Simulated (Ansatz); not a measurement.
# RuSiH2 (singlet): wave-function methods side by side at a displaced geometry (v1), def2-SVP

One table from this session's results is given with a row withheld; the runs are named, their logs left out.

Computed with Ansatz 0.2.0, Gaussian basis. Level: def2-SVP, core rule «outside noble gas», up to 9 orbitals frozen.

The runs, in order: UHF; CCSD(T) on RHF; CCSD(T) on UHF; CISD; CCSDT(Q) on RHF; CASSCF and MRCISD+Q, 8 electrons in 8 orbitals; CASSCF and NEVPT2, 8 electrons in 8 orbitals.

13 further runs of the same task are left out: 2 that didn't finish, 11 set aside as unsound or not needed.

## The system

The geometry is a PBE0/def2-TZVP stationary point (not a proven minimum) with its atoms shifted at random (size 0.040 Å). No spin-orbit coupling is included. Elements past krypton take def2 core potentials.

4 atoms, charge 0, spin multiplicity 1.

Atoms are counted from 1 here; the program's logs count them from 0.

Bond lengths: Ru1–Si2 2.139 Å, Si2–H3 1.487 Å, Si2–H4 1.510 Å. Angles: Ru1–Si2–H3 132.5°, Ru1–Si2–H4 129.4°, H3–Si2–H4 98.1°.

Set-up of the first run:

in.yaml reads:

```yaml
crystal:
  periodic: [false, false, false]
  atoms:
    - {symbol: Ru, position_ang: [0.000244, 0.003276, 0.506025]}
    - {symbol: Si, position_ang: [-0.000589, -0.012867, -1.633332]}
    - {symbol: H, position_ang: [0.047375, -1.115810, -2.629646]}
    - {symbol: H, position_ang: [-0.055402, 1.145882, -2.599844]}
basis:
  gaussian: {orbitals: def2-SVP}
magnetization: {spin_polarized: true, initial_magnetization: 0}
hamiltonian: {xc: hf}
output: {orbitals: {seedname: orbitals}}
```

On the command line:

```
$ ansatz run in.yaml --threads 1 --pin off --events-out ev --progress --plain --max-ram 2393MiB
```

Among the steps run: UHF; CCSD(T) on RHF; CCSD(T) on UHF; CISD; CCSDT(Q) on RHF; CASSCF and MRCISD+Q, 8 electrons in 8 orbitals; CASSCF and NEVPT2, 8 electrons in 8 orbitals.

One of the session's tables, all rows but one given; the rest of the session is left out.

```
           method  from RCCSDT(Q) (meV)
              RHF               +9663.5
              UHF               +8244.6
             RMP2               +1195.4
             UMP2               +1207.3
             CISD               +1888.5
            RCCSD                +813.7
            UCCSD                 -64.8
         RCCSD(T)                +264.5
         UCCSD(T)                     ?
           RCCSDT                +121.7
        RCCSDT(Q)                     0
  CASSCF frontier               +6992.8
  NEVPT2 frontier               +1117.1
  MRCISD frontier                +814.6
MRCISD+Q frontier                +173.2
```

Q: Estimate the row for UCCSD(T) from the others.

As computed: from RCCSDT(Q) (meV): -528.0. In the column «from RCCSDT(Q) (meV)» it is the lowest.

The program flags UCCSD(T) as in doubt (see the logs), so those rows may rest on another solution; read them beside their warnings.

Caveats from the session: The determinant is far from a pure spin state, so its energy mixes those of several spin states (harmless only where they are near-degenerate, as at dissociation). The program flags UCCSD(T) as in doubt, so those rows may rest on another solution; read them beside their warnings. Warnings: restricted reference is unstable; spin contamination; large T1 diagnostic. Restricted and unrestricted rows rest on different reference determinants; where their highest levels disagree by more than a few hundredths of an eV, they describe different states and don't form one ladder.
